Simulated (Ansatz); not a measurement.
# C2H4OSn: single points with varied inputs

Aim: run C2H4OSn under a spread of inputs, and see what each costs and gives.

The runs use Ansatz 0.2.0, Gaussian basis; the settings change from run to run.

**1. The relaxed structure**

An earlier PBE0-D4 in a triple-zeta def2 set relaxation fixed the geometry. Sn takes a core potential in def2 sets; no spin-orbit term is included.

SMILES `[SnH3][C]1=CO1`, 8 atoms, charge 0, spin multiplicity 1.

Atoms are counted from 1 here; the program's logs count them from 0.

Bond lengths: Sn1–C2 2.100 Å, Sn1–H5 1.704 Å, Sn1–H6 1.703 Å, Sn1–H7 1.699 Å, C2–C3 1.314 Å, C2–O4 1.829 Å, C3–O4 1.296 Å, C3–H8 1.087 Å. Angles: C2–Sn1–H5 105.6°, C2–Sn1–H6 108.4°, C2–Sn1–H7 107.9°, H5–Sn1–H6 112.2°, H5–Sn1–H7 110.9°, H6–Sn1–H7 111.5°, Sn1–C2–C3 143.4°, Sn1–C2–O4 115.8°, C3–C2–O4 45.1°, C2–C3–O4 89.0°, C2–C3–H8 142.2°, O4–C3–H8 128.6°, C2–O4–C3 45.9°.

**2. r2SCAN/def2-SVP**

This run has unrestricted orbitals, D3(BJ) with three-body dispersion.

in.yaml reads:

```yaml
crystal:
  periodic: [false, false, false]
  atoms:
    - {symbol: Sn, position_ang: [-0.372550, 1.212864, -0.526741]}
    - {symbol: C, position_ang: [0.391526, -0.726756, -0.272402]}
    - {symbol: C, position_ang: [0.432877, -1.744131, 0.557840]}
    - {symbol: O, position_ang: [1.212991, -1.053745, 1.329159]}
    - {symbol: H, position_ang: [-1.574383, 1.079045, -1.726589]}
    - {symbol: H, position_ang: [-1.006743, 1.739545, 0.963594]}
    - {symbol: H, position_ang: [0.898973, 2.211390, -1.049916]}
    - {symbol: H, position_ang: [0.109509, -2.775411, 0.669155]}
basis:
  gaussian: {orbitals: def2-SVP}
magnetization: {spin_polarized: true, initial_magnetization: 0}
hamiltonian: {xc: {name: r2SCAN}, dispersion: d3bjatm}
```

The run is started by

```
$ ansatz run in.yaml --threads 2 --pin off --events-out ev --progress --plain --max-ram 4352MiB
```

Standard output:

```text
Functional definition: r2SCAN
  name "r2SCAN"
  cite "Furness, Kaplan, Ning, Perdew & Sun, J. Phys. Chem. Lett. 11, 8208 (2020) doi:10.1021/acs.jpclett.0c02405"
  cite "Furness, Kaplan, Ning, Perdew & Sun, J. Phys. Chem. Lett. 11, 9248 (2020) doi:10.1021/acs.jpclett.0c03077"
  parent r2scan
  parameter k0 = 0.174
  parameter k1 = 0.065
  parameter a1 = 4.9479
  exchange = r2scan_x(k0 = k0, k1 = k1, a1 = a1)
  correlation = r2scan_c
982 factors; their error is unknown
mean field evaluation 1: about -10005.6459 eV, gradient 2.7e1 eV
mean field evaluation 2: about -9983.6297 eV, gradient 7.1e1 eV
mean field evaluation 4: about -10009.1330 eV, gradient 6.0e0 eV
mean field evaluation 8: about -10009.3218 eV, gradient 7.0e-2 eV
mean field evaluation 16: about -10009.2973 eV, gradient 6.4e-5 eV
mean field -10009.29734311 eV, -367.8348928137 hartree, gradient 4.5e-6 eV, S^2 0.000000; 2 other end points of the search recorded, 0 dependent functions left out
reference -10009.29735597 eV, -367.8348932865 hartree; 23, 23 occupied and 65, 65 virtual orbitals, 982 factors
Total energy: -10009.33877137 eV, -367.8364152743 hartree
```

It took 5.5 s on 2 threads of Arm Neoverse V2, shared host.

⟨S²⟩ 0.000.

**3. r2SCAN50/STO-3G**

Options: charge -1, multiplicity 2, atoms shaken by 0.03 Å, a point charge of 0.50 e beside it, D3(BJ) dispersion.

in.yaml reads:

```yaml
crystal:
  periodic: [false, false, false]
  atoms:
    - {symbol: Sn, position_ang: [-0.356451, 1.196108, -0.508187]}
    - {symbol: C, position_ang: [0.393283, -0.667328, -0.299397]}
    - {symbol: C, position_ang: [0.394056, -1.723503, 0.559844]}
    - {symbol: O, position_ang: [1.166485, -1.086805, 1.336261]}
    - {symbol: H, position_ang: [-1.588494, 1.124027, -1.706073]}
    - {symbol: H, position_ang: [-0.993558, 1.725305, 0.923972]}
    - {symbol: H, position_ang: [0.936744, 2.229934, -1.074453]}
    - {symbol: H, position_ang: [0.031187, -2.783646, 0.644960]}
basis:
  gaussian: {orbitals: STO-3G, point_charges: [{charge: 0.50, position_ang: [5.590, -0.622, -0.438]}]}
total_charge: -1
magnetization: {spin_polarized: true, initial_magnetization: 1}
hamiltonian: {xc: {name: r2SCAN50}, dispersion: d3bj}
output: {forces: true}
```

Same command.

Standard output, shortened:

```text
Warning: the engine holds no damping parameters fitted to this dispersion correction and functional, so the run takes those fitted to r2scan50 beside the three-body term, which d3bj leaves out (hamiltonian.dispersion, under Limitations)
Functional definition: r2SCAN50
  name "r2SCAN50"
  cite "Bursch, Neugebauer, Ehlert & Grimme, J. Chem. Phys. 156, 134105 (2022) doi:10.1063/5.0086040"
  cite "Furness, Kaplan, Ning, Perdew & Sun, J. Phys. Chem. Lett. 11, 8208 (2020) doi:10.1021/acs.jpclett.0c02405"
  cite "Furness, Kaplan, Ning, Perdew & Sun, J. Phys. Chem. Lett. 11, 9248 (2020) doi:10.1021/acs.jpclett.0c03077"
  parent r2scan
[...]
632 factors; integrals over basis functions are off by at most 3.1e-5 eV
[...]
mean field -166457.10817163 eV, -6117.1858966271 hartree, gradient 2.1e-5 eV, S^2 1.061294; 2 other end points of the search recorded, 0 dependent functions left out
[...]
reference -166457.10817530 eV, -6117.1858967621 hartree; 38, 37 occupied and 8, 9 virtual orbitals, 632 factors
Total energy: -166457.16485038 eV, -6117.1879795328 hartree
Atom 0 at    -0.356451     1.196108    -0.508187 Å, force     0.929995    -2.024537    -0.548918 eV/Å
Atom 1 at     0.393283    -0.667328    -0.299397 Å, force    -3.395113     1.115863    -5.618716 eV/Å
Atom 2 at     0.394056    -1.723503     0.559844 Å, force    -1.401803     0.906386    -2.479898 eV/Å
Atom 3 at     1.166485    -1.086805     1.336261 Å, force     4.614662    -1.208391     8.083882 eV/Å
Atom 4 at    -1.588494     1.124027    -1.706073 Å, force     0.704341     0.695508     0.734153 eV/Å
Atom 5 at    -0.993558     1.725305     0.923972 Å, force    -0.000427     0.477639    -0.534976 eV/Å
Atom 6 at     0.936744     2.229934    -1.074453 Å, force    -1.421768    -0.628492     0.475002 eV/Å
Atom 7 at     0.031187    -2.783646     0.644960 Å, force     0.227897     0.672404    -0.158318 eV/Å
Dipole moment:    -0.674273     1.089364    -0.441535 e Å
```

Wall time 7 s (2 threads of Arm Neoverse V2, shared host).

Largest force 9.386 eV/Å, ⟨S²⟩ 1.061. The spin excess of 0.31 shows a contaminated determinant.

**4. B97M-V/def2-TZVPD**

This run has a point charge of 1.00 e beside it.

in.yaml reads:

```yaml
crystal:
  periodic: [false, false, false]
  atoms:
    - {symbol: Sn, position_ang: [-0.372550, 1.212864, -0.526741]}
    - {symbol: C, position_ang: [0.391526, -0.726756, -0.272402]}
    - {symbol: C, position_ang: [0.432877, -1.744131, 0.557840]}
    - {symbol: O, position_ang: [1.212991, -1.053745, 1.329159]}
    - {symbol: H, position_ang: [-1.574383, 1.079045, -1.726589]}
    - {symbol: H, position_ang: [-1.006743, 1.739545, 0.963594]}
    - {symbol: H, position_ang: [0.898973, 2.211390, -1.049916]}
    - {symbol: H, position_ang: [0.109509, -2.775411, 0.669155]}
basis:
  gaussian: {orbitals: def2-TZVPD, point_charges: [{charge: 1.00, position_ang: [5.435, -0.706, -0.011]}]}
hamiltonian: {xc: {name: B97M-V}}
```

The command is unchanged.

Standard output, shortened:

```text
Functional definition: B97M-V
  name "B97M-V"
  cite "Mardirossian & Head-Gordon, J. Chem. Phys. 142, 074111 (2015) doi:10.1063/1.4907719"
  cite "Becke, J. Chem. Phys. 107, 8554 (1997) doi:10.1063/1.475007"
  cite "Vydrov & Van Voorhis, J. Chem. Phys. 133, 244103 (2010) doi:10.1063/1.3521275"
  # Of w^i u^j: cxij and so on, Table III.
[...]
  gx(w, u) = cx00 + cx01*u + cx02*u^2 + (cx10 + cx11*u)*w
  gss(w, u) = css00 + css02*u^2 + css10*w + (css32*w^3 + css42*w^4)*u^2
  gos(w, u) = cos00 + cos01*u + cos03*u^3 + cos10*w + cos32*w^3*u^2
[...]
      + integral(e_c_pw_mod_opposite_spin*gos(b97_w_opposite, b97_u_opposite)) + vv10(b, c)
1140 factors; their error is unknown
[...]
mean field -10014.70502726 eV, -368.0336215408 hartree, gradient 2.6e-5 eV, S^2 0.000000; 0 other end points of the search recorded, 0 dependent functions left out
reference -10014.70511346 eV, -368.0336247086 hartree; 23, 23 occupied and 183, 183 virtual orbitals, 1140 factors
Total energy: -10014.70511346 eV, -368.0336247086 hartree
```

It took 13 s on 2 threads of Arm Neoverse V2, shared host.

**5. B3LYP/def2-TZVPP**

Set apart from the defaults: unrestricted orbitals, atoms shaken by 0.03 Å, a grid of angular degree 23, D3(BJ) dispersion.

in.yaml reads:

```yaml
crystal:
  periodic: [false, false, false]
  atoms:
    - {symbol: Sn, position_ang: [-0.353436, 1.208216, -0.452981]}
    - {symbol: C, position_ang: [0.400006, -0.722985, -0.241074]}
    - {symbol: C, position_ang: [0.471576, -1.788828, 0.549463]}
    - {symbol: O, position_ang: [1.238746, -1.067733, 1.345377]}
    - {symbol: H, position_ang: [-1.570942, 1.073037, -1.695277]}
    - {symbol: H, position_ang: [-0.988179, 1.721395, 0.935511]}
    - {symbol: H, position_ang: [0.912976, 2.232562, -1.020191]}
    - {symbol: H, position_ang: [0.136320, -2.775687, 0.659739]}
basis:
  gaussian: {orbitals: def2-TZVPP, final_grid: {core_spheres: 8, valence_spheres: 7, degree: 23}}
magnetization: {spin_polarized: true, initial_magnetization: 0}
hamiltonian: {xc: {name: B3LYP}, dispersion: d3bj}
output: {forces: true}
```

Same command.

Standard output, shortened:

```text
Functional definition: B3LYP
  name "B3LYP"
  cite "Stephens, Devlin, Chabalowski & Frisch, J. Phys. Chem. 98, 11623 (1994) doi:10.1021/j100096a001"
  cite "Becke, Phys. Rev. A 38, 3098 (1988) doi:10.1103/PhysRevA.38.3098"
  cite "Lee, Yang & Parr, Phys. Rev. B 37, 785 (1988) doi:10.1103/PhysRevB.37.785"
  cite "Vosko, Wilk & Nusair, Can. J. Phys. 58, 1200 (1980) doi:10.1139/p80-159"
[...]
1179 factors; their error is unknown
[...]
mean field -10016.63150529 eV, -368.1044183029 hartree, gradient 1.8e-5 eV, S^2 0.000000; 1 other end points of the search recorded, 0 dependent functions left out
[...]
reference -10016.63180806 eV, -368.1044294292 hartree; 23, 23 occupied and 176, 176 virtual orbitals, 1179 factors
Total energy: -10016.91024117 eV, -368.1146616573 hartree
Atom 0 at    -0.353436     1.208216    -0.452981 Å, force     0.265325     0.037177    -1.951647 eV/Å
Atom 1 at     0.400006    -0.722985    -0.241074 Å, force     0.134999    -1.303442     0.453895 eV/Å
Atom 2 at     0.471576    -1.788828     0.549463 Å, force     0.449479     2.767017    -0.358473 eV/Å
Atom 3 at     1.238746    -1.067733     1.345377 Å, force    -0.127582    -0.529745    -0.067530 eV/Å
Atom 4 at    -1.570942     1.073037    -1.695277 Å, force     0.304854     0.034701     0.304627 eV/Å
Atom 5 at    -0.988179     1.721395     0.935511 Å, force    -0.576268     0.471278     1.411719 eV/Å
Atom 6 at     0.912976     2.232562    -1.020191 Å, force    -0.178000    -0.183397     0.122257 eV/Å
Atom 7 at     0.136320    -2.775687     0.659739 Å, force    -0.272807    -1.293589     0.085151 eV/Å
Dipole moment:    -0.419779    -0.044164    -0.154393 e Å
```

Run time: 6.5 s. Hardware: 2 threads of Arm Neoverse V2, shared host; peak memory 0.5 GiB.

Largest force 2.826 eV/Å, dipole 2.16 D, ⟨S²⟩ 0.000.

**6. LC-wPBE/def2-mTZVP**

This run has atoms shaken by 0.03 Å, relativity set to none.

in.yaml reads:

```yaml
crystal:
  periodic: [false, false, false]
  atoms:
    - {symbol: Sn, position_ang: [-0.318740, 1.210158, -0.539852]}
    - {symbol: C, position_ang: [0.347758, -0.704960, -0.238932]}
    - {symbol: C, position_ang: [0.447281, -1.769209, 0.549636]}
    - {symbol: O, position_ang: [1.152235, -1.078664, 1.311984]}
    - {symbol: H, position_ang: [-1.581172, 1.088479, -1.749839]}
    - {symbol: H, position_ang: [-0.960221, 1.743466, 1.014975]}
    - {symbol: H, position_ang: [0.914120, 2.193620, -1.082850]}
    - {symbol: H, position_ang: [0.096287, -2.810113, 0.635781]}
basis:
  gaussian: {orbitals: def2-mTZVP}
hamiltonian: {xc: {name: LC-wPBE}, pseudopotentials: {relativity: none}}
```

The command is unchanged.

Standard output, shortened:

```text
Functional definition: LC-wPBE
  name "LC-wPBE"
  cite "Vydrov & Scuseria, J. Chem. Phys. 125, 234109 (2006) doi:10.1063/1.2409292"
  cite "Heyd & Scuseria, J. Chem. Phys. 120, 7274 (2004) doi:10.1063/1.1668634"
  cite "Ernzerhof & Perdew, J. Chem. Phys. 109, 3313 (1998) doi:10.1063/1.476928"
  cite "Perdew, Burke & Ernzerhof, Phys. Rev. Lett. 77, 3865 (1996) doi:10.1103/PhysRevLett.77.3865"
  parent pbe
[...]
1073 factors; their error is unknown
381 factors; integrals over basis functions are off by at most 1.9e-5 eV
[...]
mean field -10011.95266701 eV, -367.9324741673 hartree, gradient 8.9e-5 eV, S^2 0.000000; 0 other end points of the search recorded, 0 dependent functions left out
reference -10011.95266702 eV, -367.9324741676 hartree; 23, 23 occupied and 87, 87 virtual orbitals, 1073 factors
Total energy: -10011.95266702 eV, -367.9324741676 hartree
```

Wall time 1.7 s (2 threads of Arm Neoverse V2, shared host).

**7. wB97M-V/STO-3G**

Options: coordinates scaled by 1.05, the search for lower states set to off.

in.yaml reads:

```yaml
crystal:
  periodic: [false, false, false]
  atoms:
    - {symbol: Sn, position_ang: [-0.391178, 1.273507, -0.553078]}
    - {symbol: C, position_ang: [0.411102, -0.763094, -0.286022]}
    - {symbol: C, position_ang: [0.454521, -1.831338, 0.585732]}
    - {symbol: O, position_ang: [1.273640, -1.106433, 1.395617]}
    - {symbol: H, position_ang: [-1.653102, 1.132997, -1.812918]}
    - {symbol: H, position_ang: [-1.057080, 1.826522, 1.011774]}
    - {symbol: H, position_ang: [0.943921, 2.321959, -1.102412]}
    - {symbol: H, position_ang: [0.114985, -2.914182, 0.702613]}
basis:
  gaussian: {orbitals: STO-3G}
hamiltonian: {xc: {name: wB97M-V}}
scf: {lower_state_search: off}
output: {forces: true}
```

Launched as before.

Standard output, shortened:

```text
Functional definition: wB97M-V
  name "wB97M-V"
  cite "Mardirossian & Head-Gordon, J. Chem. Phys. 144, 214110 (2016) doi:10.1063/1.4952647"
  cite "Becke, J. Chem. Phys. 107, 8554 (1997) doi:10.1063/1.475007"
  cite "Vydrov & Van Voorhis, J. Chem. Phys. 133, 244103 (2010) doi:10.1063/1.3521275"
  # Of w^i u^j: cxij and so on, Table III.
[...]
  gx(w, u) = 1 - cx + cx01*u + cx10*w
  gss(w, u) = css00 + css04*u^4 + css10*w + css20*w^2 + css43*w^4*u^3
  gos(w, u) = cos00 + cos10*w + (cos20 + cos21*u)*w^2 + (cos60 + cos61*u)*w^6
[...]
      + integral(e_c_pw_mod_opposite_spin*gos(b97_w_opposite, b97_u_opposite)) + vv10(b, c)
[...]
627 factors; integrals over basis functions are off by at most 3.3e-5 eV
157 factors; integrals over basis functions are off by at most 1.1e-6 eV
[...]
Total energy: -166454.56907043 eV, -6117.0925863790 hartree
Atom 0 at    -0.391178     1.273507    -0.553078 Å, force     0.037817    -0.409785    -0.034668 eV/Å
Atom 1 at     0.411102    -0.763094    -0.286022 Å, force     0.346316    -0.018835     2.911059 eV/Å
Atom 2 at     0.454521    -1.831338     0.585732 Å, force    -0.775944     0.484729    -1.216250 eV/Å
Atom 3 at     1.273640    -1.106433     1.395617 Å, force    -0.730080     0.530107    -1.753698 eV/Å
Atom 4 at    -1.653102     1.132997    -1.812918 Å, force     1.587067     0.219963     1.620937 eV/Å
Atom 5 at    -1.057080     1.826522     1.011774 Å, force     0.816915    -0.653329    -1.985357 eV/Å
Atom 6 at     0.943921     2.321959    -1.102412 Å, force    -1.674423    -1.309858     0.701870 eV/Å
Atom 7 at     0.114985    -2.914182     0.702613 Å, force     0.392332     1.157006    -0.243893 eV/Å
Dipole moment:    -0.343486     0.185616    -0.172112 e Å
Checks for a lower state left out: stability, starts, cluster_reference, orbital_swaps, neighbouring_geometries, increment
```

Run time: 3.8 s. Hardware: 2 threads of Arm Neoverse V2, shared host.

Largest force 2.932 eV/Å, dipole 2.05 D.

**8. r2SCAN0/def2-SVPD**

Set apart from the defaults: atoms shaken by 0.15 Å.

in.yaml reads:

```yaml
crystal:
  periodic: [false, false, false]
  atoms:
    - {symbol: Sn, position_ang: [-0.439084, 1.174697, -0.388219]}
    - {symbol: C, position_ang: [0.465950, -0.765491, -0.260444]}
    - {symbol: C, position_ang: [0.364840, -1.972659, 0.532074]}
    - {symbol: O, position_ang: [1.101325, -1.134830, 1.132069]}
    - {symbol: H, position_ang: [-1.488093, 1.007363, -1.500493]}
    - {symbol: H, position_ang: [-1.098182, 1.905454, 0.789023]}
    - {symbol: H, position_ang: [1.133375, 2.399886, -0.776983]}
    - {symbol: H, position_ang: [-0.176492, -2.782179, 0.594711]}
basis:
  gaussian: {orbitals: def2-SVPD}
hamiltonian: {xc: {name: r2SCAN0}}
output: {forces: true}
```

The command is unchanged.

Standard output, shortened:

```text
Functional definition: r2SCAN0
  name "r2SCAN0"
  cite "Bursch, Neugebauer, Ehlert & Grimme, J. Chem. Phys. 156, 134105 (2022) doi:10.1063/5.0086040"
  cite "Furness, Kaplan, Ning, Perdew & Sun, J. Phys. Chem. Lett. 11, 8208 (2020) doi:10.1021/acs.jpclett.0c02405"
  cite "Furness, Kaplan, Ning, Perdew & Sun, J. Phys. Chem. Lett. 11, 9248 (2020) doi:10.1021/acs.jpclett.0c03077"
  parent r2scan
[...]
1368 factors; integrals over basis functions are off by at most 1.0e-3 eV
[...]
mean field -10005.56470178 eV, -367.6977207752 hartree, gradient 1.5e-5 eV, S^2 0.000000; 0 other end points of the search recorded, 0 dependent functions left out
[...]
reference -10005.56471436 eV, -367.6977212376 hartree; 23, 23 occupied and 104, 104 virtual orbitals, 1368 factors
Total energy: -10005.56471436 eV, -367.6977212376 hartree
Atom 0 at    -0.439084     1.174697    -0.388219 Å, force     5.307559    -0.013188    -1.062934 eV/Å
Atom 1 at     0.465950    -0.765491    -0.260444 Å, force    -1.185163    -4.009717     1.540371 eV/Å
Atom 2 at     0.364840    -1.972659     0.532074 Å, force     1.028505     9.882059    -5.752197 eV/Å
Atom 3 at     1.101325    -1.134830     1.132069 Å, force     2.573220    -0.231642     3.567115 eV/Å
Atom 4 at    -1.488093     1.007363    -1.500493 Å, force    -2.047916    -0.205358    -2.650684 eV/Å
Atom 5 at    -1.098182     1.905454     0.789023 Å, force    -1.337183     1.253121     2.977188 eV/Å
Atom 6 at     1.133375     2.399886    -0.776983 Å, force    -1.947634    -1.552909     0.283847 eV/Å
Atom 7 at    -0.176492    -2.782179     0.594711 Å, force    -2.391389    -5.122366     1.097294 eV/Å
Dipole moment:    -0.516908    -0.345242     0.118375 e Å
```

Run time: 5.5 s. Hardware: 2 threads of Arm Neoverse V2, shared host.

Largest force 11.480 eV/Å, dipole 3.04 D.

**9. r2SCAN50/ANO-RCC-VTZP**

Options: charge -1, multiplicity 2.

in.yaml reads:

```yaml
crystal:
  periodic: [false, false, false]
  atoms:
    - {symbol: Sn, position_ang: [-0.372550, 1.212864, -0.526741]}
    - {symbol: C, position_ang: [0.391526, -0.726756, -0.272402]}
    - {symbol: C, position_ang: [0.432877, -1.744131, 0.557840]}
    - {symbol: O, position_ang: [1.212991, -1.053745, 1.329159]}
    - {symbol: H, position_ang: [-1.574383, 1.079045, -1.726589]}
    - {symbol: H, position_ang: [-1.006743, 1.739545, 0.963594]}
    - {symbol: H, position_ang: [0.898973, 2.211390, -1.049916]}
    - {symbol: H, position_ang: [0.109509, -2.775411, 0.669155]}
basis:
  gaussian: {orbitals: ANO-RCC-VTZP}
total_charge: -1
magnetization: {spin_polarized: true, initial_magnetization: 1}
hamiltonian: {xc: {name: r2SCAN50}}
output: {forces: true}
```

Launched as before.

Standard output, shortened:

```text
Functional definition: r2SCAN50
  name "r2SCAN50"
  cite "Bursch, Neugebauer, Ehlert & Grimme, J. Chem. Phys. 156, 134105 (2022) doi:10.1063/5.0086040"
  cite "Furness, Kaplan, Ning, Perdew & Sun, J. Phys. Chem. Lett. 11, 8208 (2020) doi:10.1021/acs.jpclett.0c02405"
  cite "Furness, Kaplan, Ning, Perdew & Sun, J. Phys. Chem. Lett. 11, 9248 (2020) doi:10.1021/acs.jpclett.0c03077"
  parent r2scan
[...]
1863 factors; their error is unknown
[...]
mean field -172251.84823157 eV, -6330.1386660138 hartree, gradient 4.3e-6 eV, S^2 0.783025; 4 other end points of the search recorded, 0 dependent functions left out
[...]
reference -172251.84826010 eV, -6330.1386670623 hartree; 38, 37 occupied and 176, 177 virtual orbitals, 1863 factors
Total energy: -172251.84826010 eV, -6330.1386670623 hartree
Relativity: scalar
Atom 0 at    -0.372550     1.212864    -0.526741 Å, force     1.003154    -2.714411     0.398917 eV/Å
Atom 1 at     0.391526    -0.726756    -0.272402 Å, force    -3.827361     0.958640    -5.465639 eV/Å
Atom 2 at     0.432877    -1.744131     0.557840 Å, force     1.638787     3.216367     0.376351 eV/Å
Atom 3 at     1.212991    -1.053745     1.329159 Å, force     1.651756    -2.861413     4.960390 eV/Å
Atom 4 at    -1.574383     1.079045    -1.726589 Å, force    -0.227997     0.486694    -0.123464 eV/Å
Atom 5 at    -1.006743     1.739545     0.963594 Å, force    -0.229458     0.394509     0.061137 eV/Å
Atom 6 at     0.898973     2.211390    -1.049916 Å, force    -0.058462     0.362140    -0.139888 eV/Å
Atom 7 at     0.109509    -2.775411     0.669155 Å, force     0.049581     0.157475    -0.067802 eV/Å
Dipole moment:    -0.723941     0.840902    -0.476663 e Å
```

Wall time 2.3 min (2 threads of Arm Neoverse V2, shared host); peak memory 1.6 GiB.

Largest force 6.741 eV/Å, ⟨S²⟩ 0.783.

**10. The runs in one table**

```csv
level,charge,multiplicity,geometry,functions,energy (eV),time
r2SCAN/def2-SVP,0,1,relaxed,88,-10009.339,5.5 s
r2SCAN50/STO-3G,-1,2,"shaken, point charge",46,-166457.165,7 s
B97M-V/def2-TZVPD,0,1,"relaxed, point charge",206,-10014.705,13 s
B3LYP/def2-TZVPP,0,1,shaken,199,-10016.910,6.5 s
LC-wPBE/def2-mTZVP,0,1,shaken,110,-10011.953,1.7 s
wB97M-V/STO-3G,0,1,scaled,46,-166454.569,3.8 s
r2SCAN0/def2-SVPD,0,1,shaken,127,-10005.565,5.5 s
r2SCAN50/ANO-RCC-VTZP,-1,2,relaxed,214,-172251.848,2.3 min
```

**11. Summary of results**

```
quantity                           value
    runs                               8
quickest       LC-wPBE/def2-mTZVP, 1.7 s
 slowest  r2SCAN50/ANO-RCC-VTZP, 2.3 min
```

In words: The runs differ in state or geometry as well as level, so their energies can't be set against each other. Run time spans a factor of 82, from LC-wPBE/def2-mTZVP to r2SCAN50/ANO-RCC-VTZP. The jobs differ in tasks and options as well as level.
